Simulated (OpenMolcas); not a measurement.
# Si, step by step

We compute a series of 9 runs (ROHF/cc-pVDZ, CASSCF(4,4)/cc-pVDZ, CASPT2(4,4)/cc-pVDZ, CASPT2[IPEA 0](4,4)/cc-pVDZ, SC-NEVPT2(4,4)/cc-pVDZ, PC-NEVPT2(4,4)/cc-pVDZ, MC-PDFT[tPBE](4,4)/cc-pVDZ, MC-PDFT[ftPBE](4,4)/cc-pVDZ, and more) of Si. 

Program for the calculation: OpenMolcas 26.06.

70 further runs of the same task are left out: 70 set aside as unsound or not needed.

## 1. A single-point energy at ROHF/cc-pVDZ (run 1)

Input file struct.xyz:

```xyz
1

Si     0.000000     0.000000     0.000000
```

Input file step1.inp:

```
* Si Hartree-Fock

&GATEWAY
  BASLIB = $CurrDir
  COORD = struct.xyz
  BASIS = cc-pVDZ
  GROUP = NoSym

&SEWARD

&SCF
  UHF
  SPIN = 3
  PRORBITALS = 1 2

&RASSCF
  FILEORB = $Project.UnaOrb
  SPIN = 3
  NACTEL = 2 0 0
  INACTIVE = 6
  RAS2 = 2
  OUTORBITALS = Canonical
  ORBLISTING = NoCore
```

The basis set cc-pVDZ is read from a file made from the Basis Set Exchange's data (not shown).

On the command line:

```console
export MOLCAS_MEM=1860
pymolcas step1.inp > step1.log
```

The program printed:

```text
--- Start Module: gateway ---
[...]
--- Stop Module: gateway /rc=_RC_ALL_IS_WELL_ ---
[...]
      Basis functions           18
[...]
--- Start Module: scf ---
[...]
       Convergence after  19 Iterations
[...]
::    Total SCF energy                               -288.8500765667
[...]
      Total spin, S                                     1.0036455506
[...]
--- Stop Module: scf /rc=_RC_ALL_IS_WELL_ ---
--- Start Module: rasscf ---
[...]
      Number of active orbitals                  2
[...]
      Spin quantum number                      1.0
[...]
      Active orbitals                            2
[...]
      Number of CSFs                             1
[...]
      Number of root(s) required                 1
[...]
      Convergence after  7 iterations
[...]
      printout of CI-coefficients larger than  0.05 for root  1
      energy=    -288.846437
      conf/sym  11     Coeff  Weight
             1  uu   1.00000 1.00000
      Natural orbitals and occupation numbers for root  1
      sym 1:   1.000000   1.000000
      ************************************************************************************************************************
      *                                                    Final results                                                     *
[...]
::    RASSCF root number  1 Total energy:   -288.84643692
[...]
      Total electronic charge=   14.000000
      Total            charge=   -0.000000
[...]
      Dipole Moment (debye):
      Origin of the operator (angstrom)=    0.0000    0.0000    0.0000
                   X= -3.1328E-13               Y=  6.8560E-14               Z=  1.2440E-13           Total=  3.4398E-13
      Quadrupole Moment (debye*angstrom):
[...]
--- Stop Module: rasscf /rc=_RC_ALL_IS_WELL_ ---
[...]
```

Run time: 1.8 s. Hardware: 1 thread of Intel Xeon 6975P-C (Granite Rapids), shared host; peak memory 0.37 GiB.

## 2. The Si atom: a single-point energy at CASSCF(4,4)/cc-pVDZ (run 2)

struct.xyz is that of step 1.

Input file step2.inp:

```
* Si CASSCF
>>> EXPORT MOLCAS_PRINT=2
&GATEWAY
BasLib
$CurrDir
Coord
struct.xyz
Basis
cc-pVDZ
Group
NoSym
&SEWARD
&RASSCF
FileOrb
$CurrDir/step1.RasOrb
Spin
3
Nactel
4 0 0
Inactive
5
Ras2
4
OrbListing
NoCore
```

The basis set cc-pVDZ is read from a file made from the Basis Set Exchange's data (not shown).

Run the same way, it converges to -288.85968 Eh (log not shown).

## 3. The Si atom: a single-point energy at CASPT2(4,4)/cc-pVDZ (run 3)

struct.xyz is that of step 2.

Input file step3.input:

```
* Si CASPT2
&GATEWAY
BasLib=$CurrDir
Coord=struct.xyz
Basis=cc-pVDZ
Group=NoSym
&SEWARD
&RASSCF
FileOrb=$CurrDir/step2.RasOrb
Spin=3
Nactel=4 0 0
Inactive=5
Ras2=4
OrbListing=NoCore
&CASPT2
IPEA=0.25
Imaginary=0.1
Frozen=5
```

The basis set cc-pVDZ is read from a file made from the Basis Set Exchange's data (not shown).

Run the same way, it converges to -288.89790 Eh (log not shown).

Runs 4 to 8 aren't shown in full; the table further down has their settings and results.

## 4. The Si atom: the energy at MRCI(4,4)/cc-pVDZ (run 9)

struct.xyz is that of step 3.

Input file step9.inp:

```
&gateway
baslib=$CurrDir
coord=struct.xyz
basis=cc-pVDZ
group=NoSym
&seward
&rasscf
fileorb=$CurrDir/step2.RasOrb
spin=3
nactel=4 0 0
inactive=5
ras2=4
orblisting=NoCore
&motra
lumorb
frozen=5
&guga
electrons=4
spin=3
inactive=0
active=4
ciall=1
&mrci
sdci
```

The basis set cc-pVDZ is read from a file made from the Basis Set Exchange's data (not shown).

Run the same way, it converges to -288.91462 Eh (log not shown).

## 5. Overview of the runs

```csv
run,level,active rule,inactive,energy (Eh),dipole moment (D) of the reference,wall time
1,ROHF/cc-pVDZ,–,–,-288.846437,0.00,1.8 s
2,"CASSCF(4,4)/cc-pVDZ",full valence,5,-288.859676,0.00,1.3 s
3,"CASPT2(4,4)/cc-pVDZ",full valence,5,-288.897904,0.00,1.3 s
4,"CASPT2[IPEA 0](4,4)/cc-pVDZ",full valence,5,-288.905684,0.00,1.2 s
5,"SC-NEVPT2(4,4)/cc-pVDZ",full valence,5,-288.900983,0.00,1.2 s
6,"PC-NEVPT2(4,4)/cc-pVDZ",full valence,5,-288.901135,0.00,1.2 s
7,"MC-PDFT[tPBE](4,4)/cc-pVDZ",full valence,5,-289.213454,0.00,1.3 s
8,"MC-PDFT[ftPBE](4,4)/cc-pVDZ",full valence,5,-289.278672,0.00,1.2 s
9,"MRCI(4,4)/cc-pVDZ",full valence,5,-288.914623,0.00,1.2 s
```

## 6. Results

```
                                      quantity          value
                  Si atom, run 9: total energy  -288.91462 Eh
Si atom, run 9: dipole moment (CASSCF density)         0.00 D
```

What this shows: Below the ROHF energy at the same shape and in the same basis (cc-pVDZ): CASSCF(4,4) -13.2 mEh; CASPT2(4,4) -51.5 mEh; CASPT2[IPEA 0](4,4) -59.2 mEh; SC-NEVPT2(4,4) -54.5 mEh; PC-NEVPT2(4,4) -54.7 mEh; MRCI(4,4) -68.2 mEh. Active-space methods hold only the correlation inside their space unless a perturbation or CI step follows. All runs together took 12 s, the longest 1.8 s.
